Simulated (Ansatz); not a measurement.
# C3H5BClF: a ladder of functionals and wavefunction methods

One table from this session's results is given with a row withheld; the runs are named, their logs left out.

Program: Ansatz 0.2.0, Gaussian basis. Level of theory: functionals in def2-TZVPP, the program's frozen cores in correlated methods. These are calculated values, not measurements.

Levels to be run: LDA (SPW92), PBE-D4, revPBE-D4, BLYP-D4, r2SCAN-D4, B97M-V, PBE0-D4, B3LYP-D4, r2SCANh-D4, r2SCAN0-D4, HSE06-D4, BHLYP-D4, CAM-B3LYP-D4, LC-ωPBE, ωB97X-V, ωB97M-V, B2PLYP, PBE-QIDH; CCSD(T)/def2-SVP; CCSD(T)/def2-TZVPP; MP2/def2-QZVPP; extrapolation to the limit; RPA on PBE.

## Structure used throughout

All runs share one geometry, relaxed beforehand with PBE0-D4 in a triple-zeta def2 set.

SMILES `CC1(Cl)CB1F`, 11 atoms, charge 0, spin multiplicity 1.

Atoms are counted from 1 here; the program's logs count them from 0.

Bond lengths: C1–C2 1.498 Å, C1–H7 1.091 Å, C1–H8 1.094 Å, C1–H9 1.093 Å, C2–Cl3 1.779 Å, C2–C4 1.574 Å, C2–B5 1.522 Å, C4–B5 1.514 Å, C4–H10 1.087 Å, C4–H11 1.088 Å, B5–F6 1.305 Å. Angles: C2–C1–H7 110.9°, C2–C1–H8 110.8°, C2–C1–H9 110.1°, H7–C1–H8 108.6°, H7–C1–H9 107.9°, H8–C1–H9 108.4°, C1–C2–Cl3 113.2°, C1–C2–C4 118.7°, C1–C2–B5 129.1°, Cl3–C2–C4 113.4°, Cl3–C2–B5 112.5°, C4–C2–B5 58.5°, C2–C4–B5 59.0°, C2–C4–H10 118.3°, C2–C4–H11 112.8°, B5–C4–H10 121.6°, B5–C4–H11 120.7°, H10–C4–H11 113.0° and more.

The first run:

Input file in.yaml:

```yaml
crystal:
  periodic: [false, false, false]
  atoms:
    - {symbol: C, position_ang: [-0.137824, -1.399854, -0.248367]}
    - {symbol: C, position_ang: [0.209189, 0.050141, -0.390534]}
    - {symbol: Cl, position_ang: [1.561401, 0.339677, -1.509460]}
    - {symbol: C, position_ang: [0.268635, 0.942897, 0.904326]}
    - {symbol: B, position_ang: [-0.683340, 1.272486, -0.225669]}
    - {symbol: F, position_ang: [-1.541315, 2.098314, -0.759721]}
    - {symbol: H, position_ang: [-0.434862, -1.824348, -1.208892]}
    - {symbol: H, position_ang: [0.714366, -1.967287, 0.135910]}
    - {symbol: H, position_ang: [-0.973400, -1.520645, 0.446180]}
    - {symbol: H, position_ang: [1.164841, 1.530569, 1.084662]}
    - {symbol: H, position_ang: [-0.082293, 0.421051, 1.792066]}
basis:
  gaussian: {orbitals: def2-TZVPP}
hamiltonian: {xc: lda}
output: {orbitals: {seedname: orbitals}}
```

Among the steps run: LDA; PBE-D4 (GGA); revPBE-D4 (GGA); BLYP-D4 (GGA); r2SCAN-D4 (meta-GGA); B97M-V (meta-GGA); PBE0-D4 (hybrid); B3LYP-D4 (hybrid); r2SCANh-D4 (hybrid); r2SCAN0-D4 (hybrid); HSE06-D4 (hybrid); BHLYP-D4 (hybrid); CAM-B3LYP-D4 (range-separated); LC-ωPBE (range-separated); ωB97X-V (range-separated); ωB97M-V (range-separated); B2PLYP (double hybrid); PBE-QIDH (double hybrid).

One table of the session follows, with a row left open; its other results are not shown here.

It belongs to the step «Orbital energies across the functionals». 

| functional | HOMO (eV) | gap (eV) |
| --- | --- | --- |
| LDA (SPW92) | -6.09 | 3.58 |
| PBE-D4 | -5.95 | 3.73 |
| revPBE-D4 | -5.89 | 3.78 |
| BLYP-D4 | ? | ? |
| r2SCAN-D4 | -6.19 | 4.29 |
| B97M-V | -6.29 | 4.41 |
| PBE0-D4 | -7.28 | 6.07 |
| B3LYP-D4 | -7.08 | 5.65 |
| r2SCANh-D4 | -6.69 | 5.14 |
| r2SCAN0-D4 | -7.43 | 6.41 |
| HSE06-D4 | -6.87 | 5.28 |
| BHLYP-D4 | -8.53 | 8.45 |
| CAM-B3LYP-D4 | -8.68 | 8.64 |
| LC-ωPBE | -10.00 | 11.20 |
| ωB97X-V | -9.65 | 10.74 |
| ωB97M-V | -9.52 | 10.41 |

Q: Estimate the row for BLYP-D4 from the others.

Worked estimate for «HOMO (eV)». Against the share of exact exchange, B3LYP-D4 (0.2, -7.08), BHLYP-D4 (0.5, -8.53) give a slope of -4.83 per unit share; at 0 the line stands at -6.11.

As computed: HOMO (eV): -5.86; gap (eV): 3.79. In «HOMO (eV)» the line misses by -0.25.
